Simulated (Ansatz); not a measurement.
Geometry optimisation, Ansatz, DFT r2SCAN, scalar-relativistic, plane waves, PAW.

input.yaml

```yaml
crystal:
  lattice:
    - [8.1, 0.0, 0.0]
    - [0.0, 8.1, 0.0]
    - [0.0, 0.0, 8.1]
  atoms:
    - { symbol: Al, position: [0.5, 0.0, 0.0] }
    - { symbol: Al, position: [0.75, 0.25, 0.0] }
    - { symbol: Al, position: [0.75, 0.0, 0.25] }
    - { symbol: Ti, position: [0.0, -0.25, -0.25] }
    - { symbol: Al, position: [0.25, 0.25, 0.0] }
    - { symbol: Al, position: [0.5, 0.5, 0.0] }
    - { symbol: Al, position: [0.75, 0.75, 0.0] }
    - { symbol: Al, position: [0.25, 0.0, 0.25] }
    - { symbol: Al, position: [0.5, 0.25, 0.25] }
    - { symbol: Al, position: [0.75, 0.5, 0.25] }
    - { symbol: Al, position: [0.5, 0.0, 0.5] }
    - { symbol: Al, position: [0.75, 0.25, 0.5] }
    - { symbol: Al, position: [0.75, 0.0, 0.75] }
    - { symbol: Al, position: [0.0, 0.5, 0.0] }
    - { symbol: Al, position: [0.25, 0.75, 0.0] }
    - { symbol: Al, position: [0.0, 0.25, 0.25] }
    - { symbol: Al, position: [0.25, 0.5, 0.25] }
    - { symbol: Al, position: [0.5, 0.75, 0.25] }
    - { symbol: Al, position: [0.0, 0.0, 0.5] }
    - { symbol: Al, position: [0.25, 0.25, 0.5] }
    - { symbol: Al, position: [0.5, 0.5, 0.5] }
    - { symbol: Al, position: [0.75, 0.75, 0.5] }
    - { symbol: Al, position: [0.25, 0.0, 0.75] }
    - { symbol: Al, position: [0.5, 0.25, 0.75] }
    - { symbol: Al, position: [0.75, 0.5, 0.75] }
    - { symbol: Al, position: [0.0, 0.75, 0.25] }
    - { symbol: Al, position: [0.0, 0.5, 0.5] }
    - { symbol: Al, position: [0.25, 0.75, 0.5] }
    - { symbol: Al, position: [0.0, 0.25, 0.75] }
    - { symbol: Al, position: [0.25, 0.5, 0.75] }
    - { symbol: Al, position: [0.5, 0.75, 0.75] }
basis:
  ecutwfc: 500.0
kpoints:
  mp_grid: { grid: [2, 2, 2] }
hamiltonian:
  xc: r2scan
  pseudopotentials: { kind: paw, azcp: { folder: soft_1 } }
scf:
  occupations: { method: gaussian, width: 0.05 }
  lower_state_search: "off"
relax:
  f_tol: 0.03
  max_steps: 60
  adjacent_minimum: "off"
```

Launched with:

```bash
$ ansatz run input.yaml --threads 4 --pin off --max-ram 10240MiB --backend cpu --events-out ev --progress --plain --runs-dir out
```

Question: Where does it end, and by what steps?

Answer: It converged. Limits of this set-up: coarse k mesh, a small cell, in which the defect meets its images, a typed lattice constant that wasn't relaxed here. After 2 steps the energy has fallen by 0.071 eV; Ti4 moved furthest, 0.08 Å.

```json
{"step": "0", "energy less start (eV)": "0.0000", "largest force component (eV/Å)": "0.172", "accepted": "yes"}
{"step": "1", "energy less start (eV)": "-0.0645", "largest force component (eV/Å)": "0.060", "accepted": "yes"}
{"step": "2", "energy less start (eV)": "-0.0710", "largest force component (eV/Å)": "0.021", "accepted": "yes"}
```

```xyz
31
Lattice="8.1000 0.0000 0.0000 0.0000 8.1000 0.0000 0.0000 0.0000 8.1000" Properties=species:S:1:pos:R:3
Al 4.050 0.014 0.014
Al 6.034 2.044 0.042
Al 6.034 0.042 2.044
Ti 0.000 -2.082 -2.082
Al 2.066 2.044 0.042
Al 4.050 4.055 0.009
Al 6.062 6.073 0.000
Al 2.066 0.042 2.044
Al 4.050 2.059 2.059
Al 6.052 4.047 2.036
Al 4.050 0.009 4.055
Al 6.052 2.036 4.047
Al 6.062 0.000 6.073
Al 0.000 4.033 -0.002
Al 2.038 6.073 0.000
Al 0.000 2.052 2.052
Al 2.048 4.047 2.036
Al 4.050 6.060 2.010
Al 0.000 -0.002 4.033
Al 2.048 2.036 4.047
Al 4.050 4.060 4.060
Al 6.042 6.053 4.032
Al 2.038 0.000 6.073
Al 4.050 2.010 6.060
Al 6.042 4.032 6.053
Al 0.000 6.081 1.999
Al 0.000 4.023 4.023
Al 2.058 6.053 4.032
Al 0.000 1.999 6.081
Al 2.058 4.032 6.053
Al 4.050 6.073 6.073
```

Whether the end is a true minimum wasn't checked by a vibrational analysis.

Time of the run: 40 s on 4 threads of Arm Neoverse V1 (shared host), peak memory 2.3 GiB.
